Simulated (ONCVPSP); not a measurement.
# An ONCV potential for carbon, from input to tests

Aim: build the potential from the settings below, then test how well it stands in for the atom: other configurations, scattering, ghost states and the plane-wave cutoff that it needs.

Method: ONCVPSP 4.0.1, LDA (Perdew-Zunger), scalar-relativistic.

## Step 1: Settings

The settings as typed:

```
element                 : carbon (C, Z = 6)
type                    : optimised norm-conserving Vanderbilt (ONCV)
frozen core             : [He]
valence charge          : 4
reference configuration : 2s2 2p1.75 (charge +0.25)
partial waves           : 2s: rc 1.10 bohr, ncon 4, nbas 7, qcut 5.5 1/bohr, 3 projectors, debl 3.1 Ha; 2p: rc 1.80 bohr, ncon 4, nbas 8, qcut 9.3 1/bohr, 1 projector; d scattering state at 0.22 Ha: rc 1.70 bohr, ncon 5, nbas 10, qcut 5.4 1/bohr, 3 projectors, debl 3.8 Ha
local potential         : polynomial inside 0.90 bohr (lpopt 5, dvloc0 0 Ha)
core correction         : Teter function, fcfact 2.25, rcfact 1.1
```

The nodes and maxima of the atom's own shells, from an earlier all-electron run, set the scale for the radii.

All-electron outer shells of the reference configuration (LDA (Perdew-Zunger), scalar-relativistic, ld1.x):

| shell | level (eV) | outermost node (bohr) | outermost maximum (bohr) |
| --- | --- | --- | --- |
| 1s | -274.05 | – | 0.18 |
| 2s | -16.34 | 0.38 | 1.20 |
| 2p | -8.02 | – | 1.17 |

## Step 2: Generating the potential

File C.dat:

```
# ATOM AND REFERENCE CONFIGURATION
# atsym  z   nc   nv     iexc    psfile
  C 6.00    1    2        3      upf
#
#   n    l    f
    1    0    2.00
    2    0    2.00
    2    1    1.75
#
# PSEUDOPOTENTIAL AND OPTIMIZATION
# lmax
    2
#
#   l,   rc,      ep,       ncon, nbas, qcut
    0    1.10    0.00    4    7    5.50
    1    1.80    0.00    4    8    9.30
    2    1.70    0.22    5   10    5.40
#
# LOCAL POTENTIAL
# lloc, lpopt,  rc(5),   dvloc0
    4    5    0.90    0.00
#
# VANDERBILT-KLEINMAN-BYLANDER PROJECTORs
# l, nproj, debl
    0    3    3.10
    1    1    1.40
    2    3    3.80
#
# MODEL CORE CHARGE
# icmod, fcfact, rcfact
    3    2.25    1.10
#
# LOG DERIVATIVE ANALYSIS
# epsh1, epsh2, depsh
   -2.00    5.00    0.02
#
# OUTPUT GRID
# rlmax, drl
    6.00    0.01
#
# TEST CONFIGURATIONS
# ncnf
    4
# nvcnf
#   n    l    f
    2
    2    0    2.00
    2    1    2.00
#
    2
    2    0    2.00
    2    1    1.00
#
    2
    2    0    2.00
    2    1    0.00
#
    2
    2    0    1.00
    2    1    2.00
#
```

On the command line:

```sh
oncvpsp.x < C.dat > C.out
```

**Question.** What will these runs give? Wanted: cutoffs for 1 and 0.1 mHa per electron, occupied waves; bound ghosts; GHOST(+) flags; largest test error; largest phase difference near zero energy, channels read; rms error of d²Exc/dn², without and with the model core.

As calculated:

```
                                                quantity                  value
  cutoffs for 1 and 0.1 mHa per electron, occupied waves        32 Ha and 86 Ha
                                            bound ghosts      s at -10730.32 eV
                                          GHOST(+) flags           s at 1583 eV
                            largest test error (AE − PS)  +131 meV, for 2s2 2p0
largest phase difference near zero energy, channels read              0.003 rad
 rms error of d²Exc/dn², without and with the model core      3.38 and 2.73 mHa
```

**Reading.** A bound ghost (s) makes it unfit for use: electrons can fall into a state that the atom doesn't have. The worst unpolarised test, 2s2 2p0, is off by 131 meV on 33.6 eV; by total energies transferability rates as poor. It counts as of middling hardness, with 32 Ha needed at the looser tolerance. The tighter tolerance needs 86 Ha, and converged work needs a cutoff nearer that. At the looser tolerance the 2s wave is the slowest; 2p needs 21 Ha. Near zero energy the phases of the channels with partial waves agree within 0.003 rad. The program also flags highly localised states, GHOST(+) (s). These are tests on the free atom; a crystal test is still owed.
